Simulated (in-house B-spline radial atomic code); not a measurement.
# Lu²⁸⁺: excited configurations

How much energy does it take to promote electrons of Lu²⁸⁺ to other shells? Each configuration is solved by itself and compared with the reference.

The numbers are computed with in-house B-spline radial atomic code version 1 (Dirac-Hartree-Fock, average of configuration, Fermi nucleus, basis-set limit), except any that are marked as measured or tabulated.

### Step 1. What is computed

* element: lutetium (Z = 71)
* charge: +28
* electrons: 43
* configuration: [Kr] 4d7
* Hamiltonian: Dirac-Coulomb
* nucleus: Fermi, rms radius 5.370 fm

The outer shells:

[Kr] 4d7
```
[Kr] core
4d [↑↓][↑↓][↑ ][↑ ][↑ ]
```

The boxes draw the filling by Hund's rule, which heavy ions in jj coupling don't follow; these runs average over all states of the configuration.

Settings, as recorded:

```ini
Z = 71
electrons = 43.0
configuration = [Kr] 4d7
hamiltonian = dirac
method = hf
spin_polarised = False
nucleus = fermi
rms_radius = 5.37
mass_number = 175
atomic_mass = 174.940777211
speed_of_light = 137.035999084
```

The reference is known from an earlier run: -14197.006717 hartree in all. Up to eight levels, counted from the top:

```csv
orbital,occupation,energy (eV),<r> (bohr)
3p3/2,4,-3057.02,0.2142
3d3/2,4,-2672.25,0.1884
3d5/2,6,-2619.40,0.1926
4s1/2,2,-1426.40,0.4462
4p1/2,2,-1325.62,0.4470
4p3/2,4,-1257.26,0.4691
4d3/2,2.8,-1097.09,0.4661
4d5/2,4.2,-1083.16,0.4729
```

### Step 2. [Ar] 3d10 4s2 4p5 4d7 8s1

Settings, as recorded:

```ini
Z = 71
electrons = 43.0
configuration = [Ar] 3d10 4s2 4p5 4d7 8s1
hamiltonian = dirac
method = hf
spin_polarised = False
nucleus = fermi
rms_radius = 5.37
mass_number = 175
atomic_mass = 174.940777211
speed_of_light = 137.035999084
```

### Step 3. Configuration [Ar] 3d10 4s2 4p5 4d7 6p1

The settings differ from step 2 so:

```diff
@@ -2,3 +2,3 @@
 electrons = 43.0
-configuration = [Ar] 3d10 4s2 4p5 4d7 8s1
+configuration = [Ar] 3d10 4s2 4p5 4d7 6p1
 hamiltonian = dirac
```

### Step 4. [Ar] 3d10 4s2 4p5 4d7 7g1

The settings differ from step 3 so:

```diff
@@ -2,3 +2,3 @@
 electrons = 43.0
-configuration = [Ar] 3d10 4s2 4p5 4d7 6p1
+configuration = [Ar] 3d10 4s2 4p5 4d7 7g1
 hamiltonian = dirac
```

### Step 5. Configuration [Ar] 3d9 4s2 4p6 4d7 6p1

The settings differ from step 4 so:

```diff
@@ -2,3 +2,3 @@
 electrons = 43.0
-configuration = [Ar] 3d10 4s2 4p5 4d7 7g1
+configuration = [Ar] 3d9 4s2 4p6 4d7 6p1
 hamiltonian = dirac
```

### Step 6. Configuration [Ar] 3d10 4s2 4p5 4d8

The settings differ from step 5 so:

```diff
@@ -2,3 +2,3 @@
 electrons = 43.0
-configuration = [Ar] 3d9 4s2 4p6 4d7 6p1
+configuration = [Ar] 3d10 4s2 4p5 4d8
 hamiltonian = dirac
```

Q: How far above the reference does each configuration lie (order and size, in eV)?

The runs gave:

| net move | configuration | energy above the reference (eV) | with Breit, QED, recoil (eV) | largest <r> (bohr) |
| --- | --- | --- | --- | --- |
| 4p → 4d | [Ar] 3d10 4s2 4p5 4d8 | 192.67 | 191.77 | 0.473 |
| 4p → 6p | [Ar] 3d10 4s2 4p5 4d7 6p1 | 838.83 | 837.72 | 1.34 |
| 4p → 7g | [Ar] 3d10 4s2 4p5 4d7 7g1 | 1037.38 | 1035.99 | 2.10 |
| 4p → 8s | [Ar] 3d10 4s2 4p5 4d7 8s1 | 1041.71 | 1040.48 | 2.51 |
| 3d → 6p | [Ar] 3d9 4s2 4p6 4d7 6p1 | 2188.48 | 2186.57 | 1.33 |

Quantum defects of the promoted electron, δ = n − ζ/√(−2ε) with ζ = 29 and ε its orbital energy in hartree:

| promotion | δ |
| --- | --- |
| 4p → 6p | 0.900 |
| 4p → 7g | 0.114 |
| 4p → 8s | 1.051 |
| 3d → 6p | 0.910 |

What this shows: At the bottom stands 4p → 4d (192.67 eV), at the top 3d → 6p (2188.48 eV). Koopmans' estimate of the ionisation threshold is 1083.16 eV; 1 configuration exceeds it by over 2 % and could autoionise. Of those tabulated, the defect is largest for 8s (1.05) and least for 7g (0.11); at this charge much of the defect is relativistic. Two partly filled shells share a symmetry and can mix in the average, which may lower the energy, for: 4p → 6p; 3d → 6p. These are averages over configurations, without correlation, not spectroscopic levels.
